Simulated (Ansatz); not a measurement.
# C6H12O2: the cost of one run

Method: the levels named in each step, in Ansatz 0.2.0.

## Step 1: The structure to begin with

Bond lengths (14 of 20 bonds, heavy atoms first): C1–C2 1.525 Å, C2–C3 1.527 Å, C3–C4 1.533 Å, C4–O5 1.405 Å, C3–C6 1.542 Å, C6–O7 1.427 Å, C3–C8 1.538 Å, O7–C8 1.429 Å, C1–H9 1.086 Å, C1–H10 1.088 Å, C1–H11 1.087 Å, C2–H12 1.092 Å, C2–H13 1.092 Å, C4–H14 1.100 Å. Angles (14 of 38 angles, heavy atoms first): C1–C2–C3 113.1°, C2–C3–C4 112.4°, C2–C3–C6 115.0°, C2–C3–C8 115.8°, C4–C3–C6 113.1°, C4–C3–C8 113.5°, C6–C3–C8 84.2°, C3–C4–O5 113.0°, C3–C6–O7 91.5°, C6–O7–C8 92.6°, C3–C8–O7 91.6°, C1–C2–H12 109.3°, C1–C2–H13 109.2°, C3–C2–H12 108.4°.

Coordinates:

```xyz
20

C     2.4336    0.3858   -0.3589
C     1.3303    0.1406    0.6653
C    -0.0344   -0.1113    0.0281
C    -0.5503    1.1049   -0.7488
O    -0.5887    2.2768    0.0260
C    -1.0919   -0.7205    0.9703
O    -1.2058   -1.8833    0.1507
C    -0.1804   -1.4370   -0.7383
H     2.2788    1.3291   -0.8744
H     2.4618   -0.4145   -1.0951
H     3.3982    0.4276    0.1409
H     1.5920   -0.7265    1.2760
H     1.2526    1.0077    1.3253
H    -1.5468    0.8746   -1.1540
H     0.1143    1.3241   -1.5869
H    -1.1645    2.1283    0.7844
H    -2.0439   -0.1838    1.0422
H    -0.7379   -0.9660    1.9766
H     0.6941   -2.0926   -0.7011
H    -0.5369   -1.3581   -1.7689
```

## Step 2: A rough first relaxation, PBE-D4/def2-SVP

This run stands in another session on the same molecule. It ended at:

```xyz
20

C     2.4643    0.4191   -0.3492
C     1.3524    0.1364    0.6627
C    -0.0216   -0.1200    0.0403
C    -0.5573    1.0861   -0.7453
O    -0.5880    2.2814    0.0115
C    -1.0982   -0.7263    0.9782
O    -1.3761   -1.7944    0.0554
C    -0.2275   -1.4406   -0.7429
H     2.2875    1.3633   -0.9025
H     2.5553   -0.3979   -1.0961
H     3.4464    0.5143    0.1554
H     1.6237   -0.7450    1.2834
H     1.2567    0.9967    1.3597
H    -1.5616    0.8211   -1.1598
H     0.1028    1.2867   -1.6159
H    -1.2217    2.1459    0.7404
H    -1.9999   -0.1019    1.1890
H    -0.6966   -1.0976    1.9515
H     0.6092   -2.1712   -0.6306
H    -0.4759   -1.3503   -1.8254
```

## Step 3: Relaxation, HF/STO-3G

input.yaml reads:

```yaml
crystal:
  periodic: [false, false, false]
  atoms:
    - { symbol: C, position_ang: [2.46425368, 0.41910157, -0.34917004] }
    - { symbol: C, position_ang: [1.35241387, 0.13642479, 0.66272785] }
    - { symbol: C, position_ang: [-0.02157627, -0.12000641, 0.04033599] }
    - { symbol: C, position_ang: [-0.55733016, 1.0861396, -0.74528213] }
    - { symbol: O, position_ang: [-0.58795851, 2.28137883, 0.01148664] }
    - { symbol: C, position_ang: [-1.09817575, -0.72626243, 0.97819051] }
    - { symbol: O, position_ang: [-1.37605461, -1.79437854, 0.05537243] }
    - { symbol: C, position_ang: [-0.22750099, -1.44064021, -0.74293615] }
    - { symbol: H, position_ang: [2.28752541, 1.36331029, -0.90250455] }
    - { symbol: H, position_ang: [2.55532839, -0.39787675, -1.09612079] }
    - { symbol: H, position_ang: [3.44638696, 0.51430615, 0.15535726] }
    - { symbol: H, position_ang: [1.62369378, -0.74499779, 1.28342605] }
    - { symbol: H, position_ang: [1.25674874, 0.99666378, 1.35971703] }
    - { symbol: H, position_ang: [-1.56159606, 0.82111121, -1.15979923] }
    - { symbol: H, position_ang: [0.10278129, 1.28668921, -1.61592299] }
    - { symbol: H, position_ang: [-1.2216564, 2.1458914, 0.74038787] }
    - { symbol: H, position_ang: [-1.99985968, -0.10186918, 1.18898657] }
    - { symbol: H, position_ang: [-0.69661335, -1.09757109, 1.95152963] }
    - { symbol: H, position_ang: [0.60917834, -2.17121531, -0.6306354] }
    - { symbol: H, position_ang: [-0.4759187, -1.35026911, -1.82539654] }
basis:
  gaussian: { orbitals: STO-3G }
hamiltonian:
  xc: hf
relax:
  f_tol: 0.004
  max_steps: 150
```

Launch:

```
ansatz run input.yaml --threads 4 --pin off --max-ram 10240MiB --backend cpu --events-out ev --progress --plain --runs-dir out
```

Q: Estimate wall time and peak memory on 4 threads of AMD EPYC 9R14 (Zen 4), shared host.

About 8.8 s, with a peak of 0.14 GiB.
